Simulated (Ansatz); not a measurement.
# GeNH₅ (triplet): B2PLYP, RPA-PBE over a scan of the distance Ge1–H5 along a hydrogen transfer, cc-pVDZ

Aim: run GeNH₅ (triplet) with these functionals over a scan of the distance Ge1–H5 along a hydrogen transfer, and hold them against the top wave-function level at the same points.

The runs use Ansatz 0.2.0, Gaussian basis; cc-pVDZ, all electrons in the functionals, frozen cores in the correlation of double hybrids and RPA.

Plan: B2PLYP, RPA-PBE, at 1.534 Å; 1.636 Å; 1.840 Å; 2.043 Å; 2.247 Å.

## (1) The system

The geometry derives from fragments relaxed apart (PBE0/def2-TZVP) and kept rigid, so it is no stationary point. A hydrogen atom is moved between rigid fragments. No spin-orbit coupling is included. The filled d shell of Ge may be among the frozen orbitals whatever the setting's name suggests; the logs give the count.

7 atoms, charge 0, spin multiplicity 3.

Atoms are counted from 1 here; the program's logs count them from 0.

Bond lengths: Ge1–H2 1.534 Å, Ge1–H3 1.534 Å, Ge1–H4 1.534 Å, Ge1–H5 1.534 Å, N6–H7 1.040 Å. Angles: H2–Ge1–H3 109.5°, H2–Ge1–H4 109.5°, H2–Ge1–H5 109.5°, H3–Ge1–H4 109.5°, H3–Ge1–H5 109.5°, H4–Ge1–H5 109.5°.

No dispersion term is added.

The geometry shown and the zero of energy belong to the point 1.534 Å. The yardstick, UCCSDT(Q), and other wave-function levels (R restricted, U unrestricted, valence and pair active spaces) come from earlier runs.

## (2) B2PLYP, 1.534 Å

The input, in.yaml:

```yaml
crystal:
  periodic: [false, false, false]
  atoms:
    - {symbol: Ge, position_ang: [-0.541240, 0.011040, 0.000000]}
    - {symbol: H, position_ang: [-1.052690, 1.457639, 0.000001]}
    - {symbol: H, position_ang: [-1.052690, -0.712260, 1.252791]}
    - {symbol: H, position_ang: [-1.052690, -0.712259, -1.252792]}
    - {symbol: H, position_ang: [0.993110, 0.011040, 0.000000]}
    - {symbol: N, position_ang: [2.745760, 0.011040, 0.000000]}
    - {symbol: H, position_ang: [3.014842, -0.993187, -0.000001]}
basis:
  gaussian: {orbitals: cc-pVDZ}
magnetization: {spin_polarized: true, initial_magnetization: 2}
hamiltonian: {xc: {name: B2PLYP}}
correlation: {electrons: outside_noble_gas}
```

Launch:

```console
$ ansatz run in.yaml --threads 1 --pin off --events-out ev --progress --plain --max-ram 2816MiB --backend cpu
```

The program printed:

```text
Functional definition: B2PLYP
  name "B2PLYP"
  cite "Grimme, J. Chem. Phys. 124, 034108 (2006) doi:10.1063/1.2148954"
  cite "Becke, Phys. Rev. A 38, 3098 (1988) doi:10.1103/PhysRevA.38.3098"
  cite "Lee, Yang & Parr, Phys. Rev. B 37, 785 (1988) doi:10.1103/PhysRevB.37.785"
  parameter a = 0.53
  parameter c = 0.27
  exchange = (1 - a)*b88_x + a*exact_x
  correlation = (1 - c)*lyp_c + c*(mp2_os + mp2_ss)
679 factors; integrals over basis functions are off by at most 1.6e-3 eV
mean field evaluation 1: about -58068.4159 eV, gradient 1.1e1 eV
mean field evaluation 2: about -58068.4375 eV, gradient 1.1e1 eV
mean field evaluation 4: about -58069.3970 eV, gradient 1.3e0 eV
mean field evaluation 8: about -58069.4291 eV, gradient 5.2e-2 eV
mean field evaluation 16: about -58069.4292 eV, gradient 5.3e-5 eV
mean field -58069.42922222 eV, -2134.0121630439 hartree, gradient 3.5e-6 eV, S^2 2.010283; 0 other end points of the search recorded, 0 dependent functions left out
15 core orbitals not correlated: weight in the atoms' cores, before any rotation towards them, 0.999 or more for the frozen orbitals, at most 0.001 for the correlated occupied ones
reference -58069.42937204 eV, -2134.0121685497 hartree; 8, 6 occupied and 43, 45 virtual orbitals, 679 factors
second order -7.51793798 eV of doubles, -0.00000000 eV of singles
Total energy: -58071.45921530 eV, -2134.0867639134 hartree
```

Wall time 2.6 s (1 thread of AMD EPYC 7R13, shared host); peak memory 0.29 GiB.

From the report: ⟨S²⟩ of the determinant 2.010 (pure triplet: 2.00).

## (3) B2PLYP, 1.636 Å

The input, in.yaml:

```yaml
crystal:
  periodic: [false, false, false]
  atoms:
    - {symbol: Ge, position_ang: [-0.542357, 0.011040, 0.000000]}
    - {symbol: H, position_ang: [-1.053807, 1.457639, 0.000001]}
    - {symbol: H, position_ang: [-1.053807, -0.712260, 1.252791]}
    - {symbol: H, position_ang: [-1.053807, -0.712259, -1.252792]}
    - {symbol: H, position_ang: [1.093643, 0.011040, 0.000000]}
    - {symbol: N, position_ang: [2.744643, 0.011040, 0.000000]}
    - {symbol: H, position_ang: [3.013724, -0.993187, -0.000001]}
basis:
  gaussian: {orbitals: cc-pVDZ}
magnetization: {spin_polarized: true, initial_magnetization: 2}
hamiltonian: {xc: {name: B2PLYP}}
correlation: {electrons: outside_noble_gas}
```

The command is unchanged.

The program printed, shortened:

```text
Functional definition: B2PLYP
  name "B2PLYP"
  cite "Grimme, J. Chem. Phys. 124, 034108 (2006) doi:10.1063/1.2148954"
  cite "Becke, Phys. Rev. A 38, 3098 (1988) doi:10.1103/PhysRevA.38.3098"
  cite "Lee, Yang & Parr, Phys. Rev. B 37, 785 (1988) doi:10.1103/PhysRevB.37.785"
[...]
680 factors; integrals over basis functions are off by at most 1.5e-3 eV
[...]
mean field -58069.33273501 eV, -2134.0086172041 hartree, gradient 5.3e-6 eV, S^2 2.014012; 0 other end points of the search recorded, 0 dependent functions left out
15 core orbitals not correlated: weight in the atoms' cores, before any rotation towards them, 0.999 or more for the frozen orbitals, at most 0.001 for the correlated occupied ones
reference -58069.33288456 eV, -2134.0086227000 hartree; 8, 6 occupied and 43, 45 virtual orbitals, 680 factors
second order -7.64976415 eV of doubles, -0.00000000 eV of singles
Total energy: -58071.39832088 eV, -2134.0845260847 hartree
```

Run time: 2.8 s. Hardware: 1 thread of AMD EPYC 7R13, shared host.

From the report: ⟨S²⟩ of the determinant 2.014 (pure triplet: 2.00).

From 1.534 Å: +5.9 kJ/mol.

## (4) B2PLYP, 1.840 Å

The input, in.yaml:

```yaml
crystal:
  periodic: [false, false, false]
  atoms:
    - {symbol: Ge, position_ang: [-0.544600, 0.011040, 0.000000]}
    - {symbol: H, position_ang: [-1.056050, 1.457639, 0.000001]}
    - {symbol: H, position_ang: [-1.056050, -0.712260, 1.252791]}
    - {symbol: H, position_ang: [-1.056050, -0.712259, -1.252792]}
    - {symbol: H, position_ang: [1.295400, 0.011040, 0.000000]}
    - {symbol: N, position_ang: [2.742400, 0.011040, 0.000000]}
    - {symbol: H, position_ang: [3.011482, -0.993187, -0.000001]}
basis:
  gaussian: {orbitals: cc-pVDZ}
magnetization: {spin_polarized: true, initial_magnetization: 2}
hamiltonian: {xc: {name: B2PLYP}}
correlation: {electrons: outside_noble_gas}
```

Launched as before.

The program printed, shortened:

```text
Functional definition: B2PLYP
  name "B2PLYP"
  cite "Grimme, J. Chem. Phys. 124, 034108 (2006) doi:10.1063/1.2148954"
  cite "Becke, Phys. Rev. A 38, 3098 (1988) doi:10.1103/PhysRevA.38.3098"
  cite "Lee, Yang & Parr, Phys. Rev. B 37, 785 (1988) doi:10.1103/PhysRevB.37.785"
[...]
681 factors; integrals over basis functions are off by at most 1.4e-3 eV
[...]
mean field -58069.06107044 eV, -2133.9986337155 hartree, gradient 3.9e-6 eV, S^2 2.032022; 0 other end points of the search recorded, 0 dependent functions left out
15 core orbitals not correlated: weight in the atoms' cores, before any rotation towards them, 0.999 or more for the frozen orbitals, at most 0.001 for the correlated occupied ones
reference -58069.06122018 eV, -2133.9986392181 hartree; 8, 6 occupied and 43, 45 virtual orbitals, 681 factors
second order -8.00919390 eV of doubles, -0.00000000 eV of singles
Total energy: -58071.22370253 eV, -2134.0781089789 hartree
```

Run time: 2.6 s. Hardware: 1 thread of AMD EPYC 7R13, shared host; peak memory 0.29 GiB.

From the report: ⟨S²⟩ of the determinant 2.032 (pure triplet: 2.00).

From 1.534 Å: +22.7 kJ/mol.

## (5) B2PLYP, 2.043 Å

The input, in.yaml:

```yaml
crystal:
  periodic: [false, false, false]
  atoms:
    - {symbol: Ge, position_ang: [-0.546832, 0.011040, 0.000000]}
    - {symbol: H, position_ang: [-1.058282, 1.457639, 0.000001]}
    - {symbol: H, position_ang: [-1.058281, -0.712260, 1.252791]}
    - {symbol: H, position_ang: [-1.058282, -0.712259, -1.252792]}
    - {symbol: H, position_ang: [1.496168, 0.011040, 0.000000]}
    - {symbol: N, position_ang: [2.740168, 0.011040, 0.000000]}
    - {symbol: H, position_ang: [3.009250, -0.993187, -0.000001]}
basis:
  gaussian: {orbitals: cc-pVDZ}
magnetization: {spin_polarized: true, initial_magnetization: 2}
hamiltonian: {xc: {name: B2PLYP}}
correlation: {electrons: outside_noble_gas}
```

The command is unchanged.

The program printed, shortened:

```text
Functional definition: B2PLYP
  name "B2PLYP"
  cite "Grimme, J. Chem. Phys. 124, 034108 (2006) doi:10.1063/1.2148954"
  cite "Becke, Phys. Rev. A 38, 3098 (1988) doi:10.1103/PhysRevA.38.3098"
  cite "Lee, Yang & Parr, Phys. Rev. B 37, 785 (1988) doi:10.1103/PhysRevB.37.785"
[...]
679 factors; integrals over basis functions are off by at most 1.4e-3 eV
[...]
mean field -58069.26746891 eV, -2134.0062187194 hartree, gradient 8.2e-6 eV, S^2 2.024379; 0 other end points of the search recorded, 0 dependent functions left out
15 core orbitals not correlated: weight in the atoms' cores, before any rotation towards them, 0.999 or more for the frozen orbitals, at most 0.001 for the correlated occupied ones
reference -58069.26761962 eV, -2134.0062242577 hartree; 8, 6 occupied and 43, 45 virtual orbitals, 679 factors
second order -8.22235672 eV of doubles, -0.00000000 eV of singles
Total energy: -58071.48765593 eV, -2134.0878090875 hartree
```

Wall time 2.4 s (1 thread of AMD EPYC 7R13, shared host); peak memory 0.3 GiB.

From the report: ⟨S²⟩ of the determinant 2.024 (pure triplet: 2.00).

From 1.534 Å: -2.7 kJ/mol.

## (6) B2PLYP, 2.247 Å

The input, in.yaml:

```yaml
crystal:
  periodic: [false, false, false]
  atoms:
    - {symbol: Ge, position_ang: [-0.549074, 0.011040, 0.000000]}
    - {symbol: H, position_ang: [-1.060524, 1.457639, 0.000001]}
    - {symbol: H, position_ang: [-1.060524, -0.712260, 1.252791]}
    - {symbol: H, position_ang: [-1.060524, -0.712259, -1.252792]}
    - {symbol: H, position_ang: [1.697926, 0.011040, 0.000000]}
    - {symbol: N, position_ang: [2.737926, 0.011040, 0.000000]}
    - {symbol: H, position_ang: [3.007007, -0.993187, -0.000001]}
basis:
  gaussian: {orbitals: cc-pVDZ}
magnetization: {spin_polarized: true, initial_magnetization: 2}
hamiltonian: {xc: {name: B2PLYP}}
correlation: {electrons: outside_noble_gas}
```

Launched as before.

The program printed, shortened:

```text
Functional definition: B2PLYP
  name "B2PLYP"
  cite "Grimme, J. Chem. Phys. 124, 034108 (2006) doi:10.1063/1.2148954"
  cite "Becke, Phys. Rev. A 38, 3098 (1988) doi:10.1103/PhysRevA.38.3098"
  cite "Lee, Yang & Parr, Phys. Rev. B 37, 785 (1988) doi:10.1103/PhysRevB.37.785"
[...]
680 factors; integrals over basis functions are off by at most 1.5e-3 eV
[...]
mean field -58069.68517713 eV, -2134.0215692131 hartree, gradient 4.1e-6 eV, S^2 2.008853; 0 other end points of the search recorded, 0 dependent functions left out
15 core orbitals not correlated: weight in the atoms' cores, before any rotation towards them, 0.999 or more for the frozen orbitals, at most 0.001 for the correlated occupied ones
reference -58069.68532881 eV, -2134.0215747872 hartree; 8, 6 occupied and 43, 45 virtual orbitals, 680 factors
second order -8.01823838 eV of doubles, -0.00000000 eV of singles
Total energy: -58071.85025317 eV, -2134.1011342901 hartree
```

Run time: 2.3 s. Hardware: 1 thread of AMD EPYC 7R13, shared host; peak memory 0.3 GiB.

From the report: ⟨S²⟩ of the determinant 2.009 (pure triplet: 2.00).

From 1.534 Å: -37.7 kJ/mol.

## (7) RPA-PBE, 1.534 Å

The input, in.yaml:

```yaml
crystal:
  periodic: [false, false, false]
  atoms:
    - {symbol: Ge, position_ang: [-0.541240, 0.011040, 0.000000]}
    - {symbol: H, position_ang: [-1.052690, 1.457639, 0.000001]}
    - {symbol: H, position_ang: [-1.052690, -0.712260, 1.252791]}
    - {symbol: H, position_ang: [-1.052690, -0.712259, -1.252792]}
    - {symbol: H, position_ang: [0.993110, 0.011040, 0.000000]}
    - {symbol: N, position_ang: [2.745760, 0.011040, 0.000000]}
    - {symbol: H, position_ang: [3.014842, -0.993187, -0.000001]}
basis:
  gaussian: {orbitals: cc-pVDZ}
magnetization: {spin_polarized: true, initial_magnetization: 2}
hamiltonian: {xc: {name: PBE}}
correlation: {method: rpa, electrons: outside_noble_gas}
```

Same command.

The program printed, shortened:

```text
Functional definition: PBE
  name "PBE"
  cite "Perdew, Burke & Ernzerhof, Phys. Rev. Lett. 77, 3865 (1996) doi:10.1103/PhysRevLett.77.3865"
  parent pbe
[...]
679 factors; integrals over basis functions are off by at most 1.6e-3 eV
[...]
mean field -58073.76293895 eV, -2134.1714241959 hartree, gradient 4.7e-6 eV, S^2 2.005003; 0 other end points of the search recorded, 0 dependent functions left out
15 core orbitals not correlated: weight in the atoms' cores, before any rotation towards them, 0.998 or more for the frozen orbitals, at most 0.001 for the correlated occupied ones
reference -58029.73108012 eV, -2132.5532832299 hartree; 8, 6 occupied and 43, 45 virtual orbitals, 679 factors
Total energy: -58042.25367692 eV, -2133.0134801741 hartree
```

Run time: 2.2 s. Hardware: 1 thread of AMD EPYC 7R13, shared host; peak memory 0.29 GiB.

From the report: ⟨S²⟩ of the determinant 2.005 (pure triplet: 2.00).

## (8) RPA-PBE, 1.636 Å

The input, in.yaml:

```yaml
crystal:
  periodic: [false, false, false]
  atoms:
    - {symbol: Ge, position_ang: [-0.542357, 0.011040, 0.000000]}
    - {symbol: H, position_ang: [-1.053807, 1.457639, 0.000001]}
    - {symbol: H, position_ang: [-1.053807, -0.712260, 1.252791]}
    - {symbol: H, position_ang: [-1.053807, -0.712259, -1.252792]}
    - {symbol: H, position_ang: [1.093643, 0.011040, 0.000000]}
    - {symbol: N, position_ang: [2.744643, 0.011040, 0.000000]}
    - {symbol: H, position_ang: [3.013724, -0.993187, -0.000001]}
basis:
  gaussian: {orbitals: cc-pVDZ}
magnetization: {spin_polarized: true, initial_magnetization: 2}
hamiltonian: {xc: {name: PBE}}
correlation: {method: rpa, electrons: outside_noble_gas}
```

The command is unchanged.

The program printed, shortened:

```text
Functional definition: PBE
  name "PBE"
  cite "Perdew, Burke & Ernzerhof, Phys. Rev. Lett. 77, 3865 (1996) doi:10.1103/PhysRevLett.77.3865"
  parent pbe
[...]
680 factors; integrals over basis functions are off by at most 1.5e-3 eV
[...]
mean field -58073.79481686 eV, -2134.1725956875 hartree, gradient 2.1e-6 eV, S^2 2.005711; 0 other end points of the search recorded, 0 dependent functions left out
15 core orbitals not correlated: weight in the atoms' cores, before any rotation towards them, 0.998 or more for the frozen orbitals, at most 0.001 for the correlated occupied ones
reference -58029.48476292 eV, -2132.5442312398 hartree; 8, 6 occupied and 43, 45 virtual orbitals, 680 factors
Total energy: -58042.18300295 eV, -2133.0108829539 hartree
```

It took 1.9 s on 1 thread of AMD EPYC 7R13, shared host.

From the report: ⟨S²⟩ of the determinant 2.006 (pure triplet: 2.00).

From 1.534 Å: +6.8 kJ/mol.

## (9) RPA-PBE, 1.840 Å

The input, in.yaml:

```yaml
crystal:
  periodic: [false, false, false]
  atoms:
    - {symbol: Ge, position_ang: [-0.544600, 0.011040, 0.000000]}
    - {symbol: H, position_ang: [-1.056050, 1.457639, 0.000001]}
    - {symbol: H, position_ang: [-1.056050, -0.712260, 1.252791]}
    - {symbol: H, position_ang: [-1.056050, -0.712259, -1.252792]}
    - {symbol: H, position_ang: [1.295400, 0.011040, 0.000000]}
    - {symbol: N, position_ang: [2.742400, 0.011040, 0.000000]}
    - {symbol: H, position_ang: [3.011482, -0.993187, -0.000001]}
basis:
  gaussian: {orbitals: cc-pVDZ}
magnetization: {spin_polarized: true, initial_magnetization: 2}
hamiltonian: {xc: {name: PBE}}
correlation: {method: rpa, electrons: outside_noble_gas}
```

Launched as before.

The program printed, shortened:

```text
Functional definition: PBE
  name "PBE"
  cite "Perdew, Burke & Ernzerhof, Phys. Rev. Lett. 77, 3865 (1996) doi:10.1103/PhysRevLett.77.3865"
  parent pbe
[...]
681 factors; integrals over basis functions are off by at most 1.4e-3 eV
[...]
mean field -58073.80431223 eV, -2134.1729446361 hartree, gradient 3.7e-6 eV, S^2 2.007528; 0 other end points of the search recorded, 0 dependent functions left out
15 core orbitals not correlated: weight in the atoms' cores, before any rotation towards them, 0.998 or more for the frozen orbitals, at most 0.001 for the correlated occupied ones
reference -58028.96236254 eV, -2132.5250333798 hartree; 8, 6 occupied and 43, 45 virtual orbitals, 681 factors
Total energy: -58042.01477392 eV, -2133.0047006510 hartree
```

It took 1.9 s on 1 thread of AMD EPYC 7R13, shared host; peak memory 0.29 GiB.

From the report: ⟨S²⟩ of the determinant 2.008 (pure triplet: 2.00).

From 1.534 Å: +23.1 kJ/mol.

## (10) RPA-PBE, 2.043 Å

The input, in.yaml:

```yaml
crystal:
  periodic: [false, false, false]
  atoms:
    - {symbol: Ge, position_ang: [-0.546832, 0.011040, 0.000000]}
    - {symbol: H, position_ang: [-1.058282, 1.457639, 0.000001]}
    - {symbol: H, position_ang: [-1.058281, -0.712260, 1.252791]}
    - {symbol: H, position_ang: [-1.058282, -0.712259, -1.252792]}
    - {symbol: H, position_ang: [1.496168, 0.011040, 0.000000]}
    - {symbol: N, position_ang: [2.740168, 0.011040, 0.000000]}
    - {symbol: H, position_ang: [3.009250, -0.993187, -0.000001]}
basis:
  gaussian: {orbitals: cc-pVDZ}
magnetization: {spin_polarized: true, initial_magnetization: 2}
hamiltonian: {xc: {name: PBE}}
correlation: {method: rpa, electrons: outside_noble_gas}
```

Same command.

The program printed, shortened:

```text
Functional definition: PBE
  name "PBE"
  cite "Perdew, Burke & Ernzerhof, Phys. Rev. Lett. 77, 3865 (1996) doi:10.1103/PhysRevLett.77.3865"
  parent pbe
[...]
679 factors; integrals over basis functions are off by at most 1.4e-3 eV
[...]
mean field -58074.05904752 eV, -2134.1823059853 hartree, gradient 4.4e-6 eV, S^2 2.006193; 0 other end points of the search recorded, 0 dependent functions left out
15 core orbitals not correlated: weight in the atoms' cores, before any rotation towards them, 0.998 or more for the frozen orbitals, at most 0.001 for the correlated occupied ones
reference -58029.18494667 eV, -2132.5332131959 hartree; 8, 6 occupied and 43, 45 virtual orbitals, 679 factors
Total energy: -58042.25869293 eV, -2133.0136645092 hartree
```

Wall time 2 s (1 thread of AMD EPYC 7R13, shared host); peak memory 0.3 GiB.

From the report: ⟨S²⟩ of the determinant 2.006 (pure triplet: 2.00).

From 1.534 Å: -0.5 kJ/mol.

## (11) RPA-PBE, 2.247 Å

The input, in.yaml:

```yaml
crystal:
  periodic: [false, false, false]
  atoms:
    - {symbol: Ge, position_ang: [-0.549074, 0.011040, 0.000000]}
    - {symbol: H, position_ang: [-1.060524, 1.457639, 0.000001]}
    - {symbol: H, position_ang: [-1.060524, -0.712260, 1.252791]}
    - {symbol: H, position_ang: [-1.060524, -0.712259, -1.252792]}
    - {symbol: H, position_ang: [1.697926, 0.011040, 0.000000]}
    - {symbol: N, position_ang: [2.737926, 0.011040, 0.000000]}
    - {symbol: H, position_ang: [3.007007, -0.993187, -0.000001]}
basis:
  gaussian: {orbitals: cc-pVDZ}
magnetization: {spin_polarized: true, initial_magnetization: 2}
hamiltonian: {xc: {name: PBE}}
correlation: {method: rpa, electrons: outside_noble_gas}
```

Launched as before.

The program printed, shortened:

```text
Functional definition: PBE
  name "PBE"
  cite "Perdew, Burke & Ernzerhof, Phys. Rev. Lett. 77, 3865 (1996) doi:10.1103/PhysRevLett.77.3865"
  parent pbe
[...]
680 factors; integrals over basis functions are off by at most 1.5e-3 eV
[...]
mean field -58074.26367785 eV, -2134.1898260111 hartree, gradient 3.2e-6 eV, S^2 2.004211; 0 other end points of the search recorded, 0 dependent functions left out
15 core orbitals not correlated: weight in the atoms' cores, before any rotation towards them, 0.998 or more for the frozen orbitals, at most 0.001 for the correlated occupied ones
reference -58029.81422490 eV, -2132.5563387444 hartree; 8, 6 occupied and 43, 45 virtual orbitals, 680 factors
Total energy: -58042.57684509 eV, -2133.0253563856 hartree
```

Wall time 2.3 s (1 thread of AMD EPYC 7R13, shared host); peak memory 0.3 GiB.

From the report: ⟨S²⟩ of the determinant 2.004 (pure triplet: 2.00).

From 1.534 Å: -31.2 kJ/mol.

## (12) The comparison

The yardstick is UCCSDT(Q), where the cluster series has nearly closed. It comes from earlier runs at the same points. Energies in kJ/mol, counted from 1.534 Å; blanks weren't run or aren't comparable.

| level | 1.534 Å | 1.636 Å | 1.840 Å | 2.043 Å | 2.247 Å |
| --- | --- | --- | --- | --- | --- |
| UCCSDT(Q) | 0.0 | 8.6 | 32.1 | 8.9 | -27.7 |
| B2PLYP | 0.0 | 5.9 | 22.7 | -2.7 | -37.7 |
| RPA-PBE | 0.0 | 6.8 | 23.1 | -0.5 | -31.2 |

Largest miss and mean time a point (UCCSDT(Q) took 7.8 s a point; shared hosts):

| level | largest miss (kJ/mol) | where | time a point |
| --- | --- | --- | --- |
| B2PLYP | -11.6 | 2.043 Å | 2.5 s |
| RPA-PBE | -9.4 | 2.043 Å | 2 s |

## (13) Summary of results

```
                   quantity                   value
span of the UCCSDT(Q) curve             59.8 kJ/mol
       largest miss, B2PLYP  -11.6 kJ/mol (2.043 Å)
      largest miss, RPA-PBE   -9.4 kJ/mol (2.043 Å)
```

Of the functionals, RPA-PBE keep the smallest largest miss at the points compared (at most 9.4 kJ/mol) and B2PLYP strays most (11.6 kJ/mol, at 2.043 Å). Functionals and the yardstick converge differently with the basis, so part of each miss in cc-pVDZ is the basis.
